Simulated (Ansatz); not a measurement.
# SnN4H8: small, medium and large basis sets

Aim: see how fast density functionals converge with the basis set for SnN4H8.

Computed with Ansatz 0.2.0, Gaussian basis. Level: one geometry, several basis sets.

Levels to be run: PBE0-D4/def2-SVP; ωB97M-V/def2-SVP; PBE0-D4/def2-QZVPP; ωB97M-V/def2-QZVPP; the functionals' def2-TZVPP values are taken from earlier runs.

## 1. Structure used throughout

An earlier PBE0-D4 in a triple-zeta def2 set relaxation fixed the geometry. Sn takes the def2 core potential; no spin-orbit term is included.

SMILES `[NH2][Sn]([NH2])([NH2])[NH2]`, 13 atoms, charge 0, spin multiplicity 1.

Atoms are counted from 1 here; the program's logs count them from 0.

Bond lengths: N1–Sn2 2.019 Å, N1–H6 1.011 Å, N1–H7 1.011 Å, Sn2–N3 2.019 Å, Sn2–N4 2.019 Å, Sn2–N5 2.019 Å, N3–H8 1.011 Å, N3–H9 1.011 Å, N4–H10 1.011 Å, N4–H11 1.011 Å, N5–H12 1.011 Å, N5–H13 1.011 Å. Angles: Sn2–N1–H6 114.2°, Sn2–N1–H7 114.2°, H6–N1–H7 108.4°, N1–Sn2–N3 102.5°, N1–Sn2–N4 124.5°, N1–Sn2–N5 102.5°, N3–Sn2–N4 102.5°, N3–Sn2–N5 124.5°, N4–Sn2–N5 102.5°, Sn2–N3–H8 114.2°, Sn2–N3–H9 114.2°, H8–N3–H9 108.4°, Sn2–N4–H10 114.2°, Sn2–N4–H11 114.2°, H10–N4–H11 108.4°, Sn2–N5–H12 114.2°, Sn2–N5–H13 114.2°, H12–N5–H13 108.4°.

## 2. PBE0-D4 in def2-SVP

The input, in.yaml:

```yaml
crystal:
  periodic: [false, false, false]
  atoms:
    - {symbol: N, position_ang: [-2.000004, 0.174404, 0.195048]}
    - {symbol: Sn, position_ang: [0.001648, -0.002705, 0.001112]}
    - {symbol: N, position_ang: [0.407227, -1.634272, 1.118723]}
    - {symbol: N, position_ang: [0.949819, -0.412899, -1.733320]}
    - {symbol: N, position_ang: [0.649310, 1.862020, 0.424077]}
    - {symbol: H, position_ang: [-2.401690, 0.935100, -0.336660]}
    - {symbol: H, position_ang: [-2.513161, -0.670108, -0.019855]}
    - {symbol: H, position_ang: [1.390590, -1.863604, 1.175114]}
    - {symbol: H, position_ang: [0.034951, -1.595435, 2.058217]}
    - {symbol: H, position_ang: [0.717170, -1.313889, -2.129285]}
    - {symbol: H, position_ang: [0.826635, 0.290843, -2.449048]}
    - {symbol: H, position_ang: [0.302584, 2.232235, 1.299005]}
    - {symbol: H, position_ang: [1.655422, 1.963610, 0.411771]}
basis:
  gaussian: {orbitals: def2-SVP}
hamiltonian: {xc: pbe0, dispersion: d4}
output: {orbitals: {seedname: orbitals}}
```

Launch:

```sh
$ ansatz run in.yaml --threads 2 --pin off --events-out ev --progress --plain --max-ram 32768MiB --backend cpu
```

The runs that follow: ωB97M-V in def2-SVP; PBE0-D4 in def2-QZVPP; ωB97M-V in def2-QZVPP.

**Question.** What will the summary of the whole plan be? Wanted: PBE0-D4: double and triple zeta above quadruple; ωB97M-V: double and triple zeta above quadruple.

**Answer**, as computed:

| quantity | value |
| --- | --- |
| PBE0-D4: double and triple zeta above quadruple | 8.71, 0.47 eV |
| ωB97M-V: double and triple zeta above quadruple | 8.97, 0.44 eV |

PBE0-D4 gains 8.25 eV from double to triple zeta, then 0.47 eV more. These are total energies; as a rule much of such shifts cancels in differences, which this series doesn't test. The LUMO of ωB97M-V is positive and keeps falling with the basis (2.08 to 1.00 eV): an unbound level that the basis holds in place.
